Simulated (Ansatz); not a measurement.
# GeH4 (germane): B2PLYP-D3(BJ)/def2-TZVP (density fitting with def2-universal-jkfit, accuracy low, damping of r2scan)

What is the adiabatic electron affinity of GeH4 (germane) at B2PLYP-D3(BJ)/def2-TZVP (density fitting with def2-universal-jkfit, accuracy low, damping of r2scan)? 

The results are computed with Ansatz 0.2.0.

6 further runs of the same task are left out: 1 for a known fault of the program, 1 that didn't finish, 4 set aside as unsound or not needed.

## 1. The molecule

GeH4: 5 atoms, total charge 0, spin state singlet. SMILES: `[GeH4]`. The shape is that of a PBE0-D4/def2-TZVP optimisation. The run starts from this shape.

Bond lengths: Ge1–H2 1.534 Å, Ge1–H3 1.534 Å, Ge1–H4 1.534 Å, Ge1–H5 1.534 Å. Angles: H2–Ge1–H3 109.5°, H2–Ge1–H4 109.5°, H2–Ge1–H5 109.5°, H3–Ge1–H4 109.5°, H3–Ge1–H5 109.5°, H4–Ge1–H5 109.5°.

## 2. A geometry optimisation at B2PLYP-D3(BJ)/def2-TZVP (density fitting with def2-universal-jkfit, accuracy low, damping of r2scan)

Input file molecule.yaml:

```yaml
crystal:
  periodic: [false, false, false]
  atoms:
    - {symbol: Ge, position_ang: [0.000100, 0.000100, -0.000000]}
    - {symbol: H, position_ang: [1.148100, -0.756300, 0.680600]}
    - {symbol: H, position_ang: [-1.238800, -0.030000, 0.904200]}
    - {symbol: H, position_ang: [-0.329200, -0.669100, -1.340600]}
    - {symbol: H, position_ang: [0.419800, 1.455400, -0.244100]}
basis:
  gaussian:
    orbitals: def2-TZVP.json
    fitting:
      mean_field: def2-universal-jkfit
hamiltonian:
  xc: {name: B2PLYP}
  dispersion: {method: d3bj, functional: r2scan}
  pseudopotentials:
    relativity: none
correlation:
  electrons: all
accuracy: low
relax:
  escape_saddle: false
output:
  orbitals: {seedname: orbitals}
```

The basis set def2-TZVP is read from a file made from the Basis Set Exchange's data (not shown).

On the command line:

```console
$ ansatz run molecule.yaml --threads 1 --pin off --max-ram 2610MiB --events-out events.jsonl --progress --plain --runs-dir runs
```

Output (excerpt; [...] marks lines left out):

```text
Warning: the engine holds no damping parameters fitted to this dispersion correction and functional, so the run takes those fitted to r2scan beside the three-body term, which d3bj leaves out (hamiltonian.dispersion, under Limitations)
Warning: RAYON_NUM_THREADS=1 ignored (pool sized by the plan → 1); use --threads N
[...]
Functional definition: B2PLYP
  name "B2PLYP"
[...]
338 factors; integrals over basis functions are off by at most 6.2e-1 eV
[...]
mean field -56570.28294081 eV, -2078.9195533597 hartree, gradient 3.7e-6 eV, S^2 0.000000; 0 other end points of the search recorded, 0 dependent functions left out
reference -56570.28307283 eV, -2078.9195582115 hartree; 18, 18 occupied and 54, 54 virtual orbitals, 338 factors
second order -13.30070889 eV of doubles, -0.00000000 eV of singles
[...]
relax step   1: F+E_penalty+E_count = -56573.88605962 eV  Δ(F+E_penalty+E_count) = +0.000e0 eV  max|allowed force component| = 5.590e-2 eV/Å  Δτ_max = 0.0000 Å  (28 SCF iters, accepted)
[...]
relax step   2: F+E_penalty+E_count = -56573.88642847 eV  Δ(F+E_penalty+E_count) = -3.689e-4 eV  max|allowed force component| = 5.839e-3 eV/Å  Δτ_max = 0.0031 Å  (26 SCF iters, accepted)
338 factors; integrals over basis functions are off by at most 6.2e-1 eV
[...]
mean field -56570.28303708 eV, -2078.9195568977 hartree, gradient 1.4e-6 eV, S^2 0.000000; 1 other end points of the search recorded, 0 dependent functions left out
reference -56570.28316905 eV, -2078.9195617476 hartree; 18, 18 occupied and 54, 54 virtual orbitals, 338 factors
second order -13.30171735 eV of doubles, -0.00000000 eV of singles
[...]
Total energy: -56573.88656045 eV, -2079.0519839388 hartree
Atom 0 at    -0.000033    -0.000025     0.000039 Å, force     0.000152     0.000424    -0.000246 eV/Å
Atom 1 at     1.146104    -0.754703     0.679303 Å, force    -0.004891     0.002825    -0.002718 eV/Å
Atom 2 at    -1.236611    -0.029858     0.902591 Å, force     0.005314    -0.000035    -0.003878 eV/Å
Atom 3 at    -0.328536    -0.667720    -1.338197 Å, force     0.001285     0.002625     0.005805 eV/Å
Atom 4 at     0.419076     1.452405    -0.243636 Å, force    -0.001861    -0.005839     0.001037 eV/Å
Dipole moment:    -0.000031    -0.000043     0.000019 e Å
```

Wall time 7.5 s (1 thread of Arm Neoverse V1, shared host).

After the run. Bond lengths: Ge1–H2 1.531 Å, Ge1–H3 1.531 Å, Ge1–H4 1.531 Å, Ge1–H5 1.531 Å. Angles: H2–Ge1–H3 109.5°, H2–Ge1–H4 109.5°, H2–Ge1–H5 109.5°, H3–Ge1–H4 109.5°, H3–Ge1–H5 109.5°, H4–Ge1–H5 109.5°.

## 3. The doublet anion, same level

molecule.yaml, as its differences from that of step 2:

```diff
@@ -13,2 +13,13 @@
       mean_field: def2-universal-jkfit
+magnetization:
+  spin_polarized: true
+  initial_magnetization: 1
+total_charge: -1
+correlation:
+  electrons: all
+relax:
+  escape_saddle: false
+accuracy: low
+output:
+  orbitals: {seedname: orbitals}
 hamiltonian:
@@ -18,8 +29 @@
     relativity: none
-correlation:
-  electrons: all
-accuracy: low
-relax:
-  escape_saddle: false
-output:
-  orbitals: {seedname: orbitals}
```

The basis set def2-TZVP is read from a file made from the Basis Set Exchange's data (not shown).

On the command line:

```console
$ ansatz run molecule.yaml --threads 1 --pin off --max-ram 2610MiB --events-out events.jsonl --progress --plain --runs-dir runs
```

Output:

```text
Warning: the engine holds no damping parameters fitted to this dispersion correction and functional, so the run takes those fitted to r2scan beside the three-body term, which d3bj leaves out (hamiltonian.dispersion, under Limitations)
Warning: RAYON_NUM_THREADS=1 ignored (pool sized by the plan → 1); use --threads N
The last accepted step is kept in runs//last_step.txt (removed where the run ends without a failure and the disk answers)
[... 132 lines left out ...]
Total energy: -56572.29444327 eV, -2078.9934747116 hartree
[... 5 lines left out ...]
Dipole moment:     0.007406     0.034853    -0.074707 e Å
```

Wall time 85 s (1 thread of Arm Neoverse V1, shared host).

The path in brief:

| step | energy from the first frame kept (eV) | largest force (eV/Å) |
| --- | --- | --- |
| 1 | 0.0000 | 1.5627 |
| 2 | -0.3375 | 0.6514 |
| 3 | -0.4308 | 0.0984 |
| 4 | -0.4336 | 0.0978 |
| 5 | -0.4567 | 0.6789 |
| 6 | -0.5625 | 1.3587 |
| 7 | -0.8101 | 1.0399 |
| 8 | -0.9641 | 0.2760 |
| 9 | -0.9912 | 0.2002 |
| 10 | -1.1255 | 0.4905 |
| 11 | -1.2271 | 0.6871 |
| 12 | -1.2890 | 0.2372 |
| 13 | -1.2969 | 0.1363 |
| 14 | -1.2988 | 0.0385 |
| 15 | -1.2989 | 0.0191 |
| 16 | -1.2990 | 0.0012 |

After the run. Bond lengths: Ge1–H2 1.582 Å, Ge1–H3 1.582 Å, Ge1–H4 1.734 Å, Ge1–H5 1.734 Å. Angles: H2–Ge1–H3 99.7°, H2–Ge1–H4 94.2°, H2–Ge1–H5 94.2°, H3–Ge1–H4 94.3°, H3–Ge1–H5 94.3°, H4–Ge1–H5 166.8°.

## 4. What came out

At B2PLYP-D3(BJ)/def2-TZVP (density fitting with def2-universal-jkfit, accuracy low, damping of r2scan):

| quantity | value |
| --- | --- |
| singlet GeH4: total energy at the end | -2079.05198 Eh |
| singlet GeH4: dipole moment (SCF part) | 0.00 D |
| singlet GeH4: HOMO energy (SCF part's orbitals) | -10.86 eV |
| singlet GeH4: LUMO energy (SCF part's orbitals) | 2.13 eV |
| singlet GeH4: HOMO–LUMO gap (SCF part's orbitals) | 13.00 eV |
| singlet GeH4: dispersion energy | -1.15 kJ/mol |
| doublet anion: total energy at the end | -2078.99347 Eh |
| doublet anion: HOMO energy (SCF part's orbitals) (highest over α and β) | 0.81 eV |
| doublet anion: LUMO energy (SCF part's orbitals) (lowest over α and β) | 5.68 eV |
| doublet anion: dispersion energy | -1.20 kJ/mol |
| doublet anion: ⟨S²⟩ | 0.764 |
| adiabatic electron affinity (to the doublet anion, no zero-point term) | -1.592 eV |

What this shows: The adiabatic electron affinity (to the doublet anion, no zero-point term) is −1.59 eV (−154 kJ/mol). A negative value puts this state of the anion above the relaxed parent: the electron is not bound at this level, and such a value depends on the basis. The optimisation (singlet GeH4) took 1 steps and changed the energy by -0.000 eV. The accuracy setting (singlet GeH4) is loose, so the last digits carry no meaning. The optimisation (doublet anion) took 15 steps and changed the energy by -1.299 eV. The accuracy setting (doublet anion) is loose, so the last digits carry no meaning.
